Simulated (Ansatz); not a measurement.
# C5H3NO: small, medium and large basis sets

One table from this session's results is given with a row withheld; the runs are named, their logs left out.

Program: Ansatz 0.2.0, Gaussian basis. Level of theory: one geometry, several basis sets. These are calculated values, not measurements.

The runs, in order: PBE0-D4/def2-SVP; ωB97M-V/def2-SVP; PBE0-D4/def2-QZVPP; ωB97M-V/def2-QZVPP; the functionals' def2-TZVPP values are taken from earlier runs.

## Structure used throughout

All runs share one geometry, relaxed beforehand with PBE0-D4 in a triple-zeta def2 set.

10 atoms, charge 0, spin multiplicity 1.

Atoms are counted from 1 here; the program's logs count them from 0.

Bond lengths: N1–C2 1.152 Å, C2–C3 1.409 Å, C3–C4 1.361 Å, C3–O7 1.357 Å, C4–C5 1.418 Å, C4–H8 1.078 Å, C5–C6 1.357 Å, C5–H9 1.078 Å, C6–O7 1.344 Å, C6–H10 1.078 Å. Angles: N1–C2–C3 178.7°, C2–C3–C4 131.7°, C2–C3–O7 117.9°, C4–C3–O7 110.4°, C3–C4–C5 105.9°, C3–C4–H8 125.9°, C5–C4–H8 128.2°, C4–C5–C6 106.0°, C4–C5–H9 127.4°, C6–C5–H9 126.6°, C5–C6–O7 111.0°, C5–C6–H10 133.1°, O7–C6–H10 115.8°, C3–O7–C6 106.6°.

Coordinates:

```
atom     x (Å)     y (Å)     z (Å)
  N1   1.13480  -3.11907   0.64524
  C2   0.78215  -2.04500   0.42185
  C3   0.31956  -0.74159   0.15166
  C4  -0.93791  -0.22574   0.07372
  C5  -0.77550   1.15014  -0.22927
  C6   0.56256   1.35987  -0.31054
  O7   1.24326   0.22394  -0.08268
  H8  -1.85573  -0.77242   0.21702
  H9  -1.55043   1.88617  -0.36814
 H10   1.16053   2.23241  -0.51585
```

Set-up of the first run:

File in.yaml:

```yaml
crystal:
  periodic: [false, false, false]
  atoms:
    - {symbol: N, position_ang: [1.134802, -3.119073, 0.645241]}
    - {symbol: C, position_ang: [0.782152, -2.045001, 0.421845]}
    - {symbol: C, position_ang: [0.319564, -0.741589, 0.151657]}
    - {symbol: C, position_ang: [-0.937912, -0.225743, 0.073717]}
    - {symbol: C, position_ang: [-0.775502, 1.150137, -0.229270]}
    - {symbol: C, position_ang: [0.562562, 1.359871, -0.310537]}
    - {symbol: O, position_ang: [1.243261, 0.223938, -0.082685]}
    - {symbol: H, position_ang: [-1.855732, -0.772420, 0.217017]}
    - {symbol: H, position_ang: [-1.550426, 1.886168, -0.368137]}
    - {symbol: H, position_ang: [1.160532, 2.232412, -0.515846]}
basis:
  gaussian: {orbitals: def2-SVP}
hamiltonian: {xc: pbe0, dispersion: d4}
output: {orbitals: {seedname: orbitals}}
```

Among the steps run: PBE0-D4 in def2-SVP; ωB97M-V in def2-SVP; PBE0-D4 in def2-QZVPP; ωB97M-V in def2-QZVPP.

One table of the session follows, with a row left open; its other results are not shown here.

It belongs to the step «Functionals by basis». 

| functional | basis | HOMO (eV) |
| --- | --- | --- |
| PBE0-D4 | def2-SVP | -7.38 |
| PBE0-D4 | def2-TZVPP | -7.40 |
| PBE0-D4 | def2-QZVPP | -7.42 |
| ωB97M-V | def2-SVP | ? |
| ωB97M-V | def2-TZVPP | -9.46 |
| ωB97M-V | def2-QZVPP | -9.48 |

**Question.** Estimate the row for ωB97M-V, def2-SVP.

**Answer.** HOMO (eV): -9.42. In the column «HOMO (eV)» it lies between ωB97M-V, def2-TZVPP (-9.46) and PBE0-D4, def2-QZVPP (-7.42).
